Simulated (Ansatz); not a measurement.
# AlH3BrN: small, medium and large basis sets

Aim: see how fast density functionals converge with the basis set for AlH3BrN.

Program: Ansatz 0.2.0, Gaussian basis. Level of theory: one geometry, several basis sets. These are calculated values, not measurements.

The runs, in order: PBE0-D4/def2-SVP; ωB97M-V/def2-SVP; PBE0-D4/def2-QZVPP; ωB97M-V/def2-QZVPP; the functionals' def2-TZVPP values are taken from earlier runs.

**1. Structure used throughout**

An earlier PBE0-D4/def2-TZVP relaxation fixed the geometry.

SMILES `[NH2][AlH][Br]`, 6 atoms, charge 0, spin multiplicity 1.

Atoms are counted from 1 here; the program's logs count them from 0.

Bond lengths: N1–Al2 1.756 Å, N1–H4 1.007 Å, N1–H5 1.007 Å, Al2–Br3 2.258 Å, Al2–H6 1.571 Å. Angles: Al2–N1–H4 124.3°, Al2–N1–H5 124.9°, H4–N1–H5 110.7°, N1–Al2–Br3 117.4°, N1–Al2–H6 121.8°, Br3–Al2–H6 120.8°.

Coordinates:

```xyz
6
AlBrH3N
N    -0.53860    0.31204   -0.78698
Al    0.36517   -0.08798    0.66459
Br    1.47699   -2.05322    0.68852
H    -1.07031    1.15863   -0.90973
H    -0.59793   -0.26820   -1.60779
H     0.40677    0.87472    1.90517
```

**2. PBE0-D4 in def2-SVP**

Input file in.yaml:

```yaml
crystal:
  periodic: [false, false, false]
  atoms:
    - {symbol: N, position_ang: [-0.538598, 0.312041, -0.786977]}
    - {symbol: Al, position_ang: [0.365172, -0.087983, 0.664593]}
    - {symbol: Br, position_ang: [1.476993, -2.053217, 0.688523]}
    - {symbol: H, position_ang: [-1.070311, 1.158633, -0.909725]}
    - {symbol: H, position_ang: [-0.597928, -0.268198, -1.607785]}
    - {symbol: H, position_ang: [0.406770, 0.874724, 1.905171]}
basis:
  gaussian: {orbitals: def2-SVP}
hamiltonian: {xc: pbe0, dispersion: d4}
output: {orbitals: {seedname: orbitals}}
```

Run with:

```console
$ ansatz run in.yaml --threads 2 --pin off --events-out ev --progress --plain --max-ram 32768MiB --backend cpu
```

The runs that follow: ωB97M-V in def2-SVP; PBE0-D4 in def2-QZVPP; ωB97M-V in def2-QZVPP.

**Question.** What will the summary of the whole plan be? Wanted: PBE0-D4: double and triple zeta above quadruple; ωB97M-V: double and triple zeta above quadruple.

As calculated:

| quantity | value |
| --- | --- |
| PBE0-D4: double and triple zeta above quadruple | 14.49, 1.74 eV |
| ωB97M-V: double and triple zeta above quadruple | 14.45, 1.68 eV |

PBE0-D4 gains 12.75 eV from double to triple zeta, then 1.74 eV more. These are total energies; as a rule much of such shifts cancels in differences, which this series doesn't test. The LUMO of ωB97M-V is positive and keeps falling with the basis (1.35 to 0.76 eV): an unbound level that the basis holds in place.
